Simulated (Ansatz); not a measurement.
**ClFHSn radical: how energies converge with the basis set**

An exercise on one series of results from a longer session: the logs are not shown, and one member is left open.

Computed with Ansatz 0.2.0, Gaussian basis. Level: one geometry, several basis sets.

Plan: PBE0-D4/def2-SVP; ωB97M-V/def2-SVP; PBE0-D4/def2-QZVPP; ωB97M-V/def2-QZVPP; the functionals' def2-TZVPP values are taken from earlier runs.

**The relaxed structure**

The geometry comes from an earlier relaxation with PBE0-D4 in a triple-zeta def2 set; it is a stationary point. Sn takes the def2 core potential; no spin-orbit term is included.

SMILES `[F][SnH][Cl]`, 4 atoms, charge 0, spin multiplicity 2.

Atoms are counted from 1 here; the program's logs count them from 0.

Bond lengths: F1–Sn2 1.923 Å, Sn2–Cl3 2.331 Å, Sn2–H4 1.741 Å. Angles: F1–Sn2–Cl3 103.7°, F1–Sn2–H4 104.5°, Cl3–Sn2–H4 108.4°.

The first run:

File in.yaml:

```yaml
crystal:
  periodic: [false, false, false]
  atoms:
    - {symbol: F, position_ang: [-1.514764, 0.260969, 0.860576]}
    - {symbol: Sn, position_ang: [-0.250502, -0.208700, -0.509943]}
    - {symbol: Cl, position_ang: [1.378019, -1.422433, 0.633498]}
    - {symbol: H, position_ang: [0.442848, 1.309864, -1.004331]}
basis:
  gaussian: {orbitals: def2-SVP}
magnetization: {spin_polarized: true, initial_magnetization: 1}
hamiltonian: {xc: pbe0, dispersion: d4}
output: {orbitals: {seedname: orbitals}}
```

The run is started by

```
> ansatz run in.yaml --threads 2 --pin off --events-out ev --progress --plain --max-ram 32768MiB --backend cpu
```

Steps of the session up to this table: PBE0-D4 in def2-SVP; ωB97M-V in def2-SVP; PBE0-D4 in def2-QZVPP; ωB97M-V in def2-QZVPP.

One table of the session follows, with a row left open; its other results are not shown here.

```
functional       basis  HOMO (eV)  LUMO (eV)
   PBE0-D4    def2-SVP          ?          ?
   PBE0-D4  def2-TZVPP      -7.38      -4.35
   PBE0-D4  def2-QZVPP      -7.40      -4.37
   ωB97M-V    def2-SVP      -9.22      -2.41
   ωB97M-V  def2-TZVPP      -9.41      -2.59
   ωB97M-V  def2-QZVPP      -9.44      -2.64
```

Q: Estimate the row for PBE0-D4, def2-SVP from the others.

As computed: HOMO (eV): -7.23; LUMO (eV): -4.24. In the column «HOMO (eV)» it is the highest.
